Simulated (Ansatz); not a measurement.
# C₅H₈OS: taking an electron away

An exercise on one series of results from a longer session: the logs are not shown, and one member is left open.

Method: unrestricted cation, the program's frozen cores in correlated methods; program: Ansatz 0.2.0, Gaussian basis.

The runs, in order: UKS PBE-D4/def2-TZVPP; UKS r2SCAN-D4/def2-TZVPP; UKS PBE0-D4/def2-TZVPP; UKS B3LYP-D4/def2-TZVPP; UKS wB97X-V/def2-TZVPP; UKS wB97M-V/def2-TZVPP; UKS B2PLYP/def2-TZVPP; UHF-CCSD(T)/def2-TZVPP; UHF-MP2/def2-QZVPP; extrapolation to the limit; then −ε(HOMO) from the neutral's earlier runs with LDA (SPW92), PBE-D4, revPBE-D4, BLYP-D4, r2SCAN-D4, B97M-V, PBE0-D4, B3LYP-D4, r2SCANh-D4, r2SCAN0-D4, HSE06-D4, BHLYP-D4, CAM-B3LYP-D4, LC-ωPBE, ωB97X-V, ωB97M-V.

## The geometry

An earlier PBE0-D4 in a triple-zeta def2 set relaxation fixed the geometry.

SMILES `O=C1CCCSC1`, 15 atoms, charge 0, spin multiplicity 1.

Atoms are counted from 1 here; the program's logs count them from 0.

Bond lengths: O1–C2 1.205 Å, C2–C3 1.509 Å, C2–C7 1.510 Å, C3–C4 1.530 Å, C3–H8 1.098 Å, C3–H9 1.090 Å, C4–C5 1.517 Å, C4–H10 1.094 Å, C4–H11 1.095 Å, C5–S6 1.803 Å, C5–H12 1.095 Å, C5–H13 1.092 Å, S6–C7 1.810 Å, C7–H14 1.095 Å, C7–H15 1.089 Å. Angles: O1–C2–C3 122.6°, O1–C2–C7 121.7°, C3–C2–C7 115.7°, C2–C3–C4 113.2°, C2–C3–H8 107.4°, C2–C3–H9 108.0°, C4–C3–H8 108.9°, C4–C3–H9 111.2°, H8–C3–H9 108.0°, C3–C4–C5 112.6°, C3–C4–H10 109.3°, C3–C4–H11 109.0°, C5–C4–H10 109.1°, C5–C4–H11 109.5°, H10–C4–H11 107.2°, C4–C5–S6 112.3°, C4–C5–H12 111.2°, C4–C5–H13 111.0° and more.

The first run:

The input, in.yaml:

```yaml
crystal:
  periodic: [false, false, false]
  atoms:
    - {symbol: O, position_ang: [-1.346202, 0.896651, -2.048517]}
    - {symbol: C, position_ang: [-0.526253, 0.644720, -1.202196]}
    - {symbol: C, position_ang: [0.023104, -0.745071, -0.990907]}
    - {symbol: C, position_ang: [-0.182154, -1.263840, 0.433658]}
    - {symbol: C, position_ang: [0.386185, -0.326505, 1.482241]}
    - {symbol: S, position_ang: [-0.387622, 1.301195, 1.435001]}
    - {symbol: C, position_ang: [0.016515, 1.710721, -0.281197]}
    - {symbol: H, position_ang: [1.099499, -0.707866, -1.204696]}
    - {symbol: H, position_ang: [-0.442539, -1.406922, -1.721810]}
    - {symbol: H, position_ang: [-1.251299, -1.400675, 0.618137]}
    - {symbol: H, position_ang: [0.290683, -2.247446, 0.527229]}
    - {symbol: H, position_ang: [1.469563, -0.214120, 1.366480]}
    - {symbol: H, position_ang: [0.201827, -0.708114, 2.488759]}
    - {symbol: H, position_ang: [1.102429, 1.801841, -0.389153]}
    - {symbol: H, position_ang: [-0.453747, 2.665443, -0.513028]}
basis:
  gaussian: {orbitals: def2-TZVPP}
total_charge: 1
magnetization: {spin_polarized: true, initial_magnetization: 1}
hamiltonian: {xc: pbe, dispersion: d4}
```

The run is started by

```
ansatz run in.yaml --threads 2 --pin off --events-out ev --progress --plain --max-ram 22528MiB --backend cuda --devices 0, --max-vram 18GiB
```

Among the steps run: Cation, UKS PBE-D4/def2-TZVPP; Cation, UKS r2SCAN-D4/def2-TZVPP; Cation, UKS PBE0-D4/def2-TZVPP; Cation, UKS B3LYP-D4/def2-TZVPP; Cation, UKS wB97X-V/def2-TZVPP; Cation, UKS wB97M-V/def2-TZVPP; Cation, UKS B2PLYP (frozen core)/def2-TZVPP; Cation, UHF-CCSD(T)/def2-TZVPP; Cation, UHF-MP2/def2-QZVPP.

One of the session's tables, all rows but one given; the rest of the session is left out.

It belongs to the step «Ionisation energies side by side». Orbital estimates, from the neutral's runs:

```
  functional  −ε(HOMO) (eV)
 LDA (SPW92)           5.31
      PBE-D4           5.18
   revPBE-D4           5.12
     BLYP-D4           5.08
   r2SCAN-D4           5.42
      B97M-V           5.57
     PBE0-D4           6.49
    B3LYP-D4           6.28
  r2SCANh-D4           5.92
  r2SCAN0-D4           6.65
    HSE06-D4           6.09
    BHLYP-D4           7.68
CAM-B3LYP-D4           7.86
     LC-ωPBE           9.19
     ωB97X-V              ?
     ωB97M-V           8.73
```

Estimate the missing values for ωB97X-V.

**Answer.** −ε(HOMO) (eV): 8.86. In the column «−ε(HOMO) (eV)» it lies between ωB97M-V (8.73) and LC-ωPBE (9.19).
